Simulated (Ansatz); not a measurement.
Crystal: HfMoC2.

```
CELL_PARAMETERS angstrom
3.19142 0.00000 0.00000
0.00000 3.19142 0.00000
0.00000 0.00000 4.48516
ATOMIC_POSITIONS crystal
Hf 0.00000 0.00000 0.00000
Mo 0.50000 0.50000 0.50000
C 0.50000 0.50000 0.00000
C 0.00000 0.00000 0.50000
```

The cell comes from a database or a generator and needn't be the stable form of this composition.

Base run:

| Item | Value |
| --- | --- |
| Program | Ansatz 0.2.0 |
| Functional | LDA |
| Potentials or basis | all-electron LAPW, scalar-relativistic |
| Cutoff | 302 eV |
| Density cutoff | 1208 eV |
| Basis error allowed | 0.002 eV/atom |
| k mesh | 8 × 8 × 6 |
| Occupations | fermi-dirac, width 0.05 eV |
| Spin | no spin polarisation |

Its results: pressure -14.3 GPa.

Task: The run is repeated on the same cell with these changes: functional from LDA to PBE. What comes out?

Result: Pressure -1.2 GPa.

PBE binds less tightly than LDA, so the same cell stands under more pressure.

Not every run made on this cell is shown here.
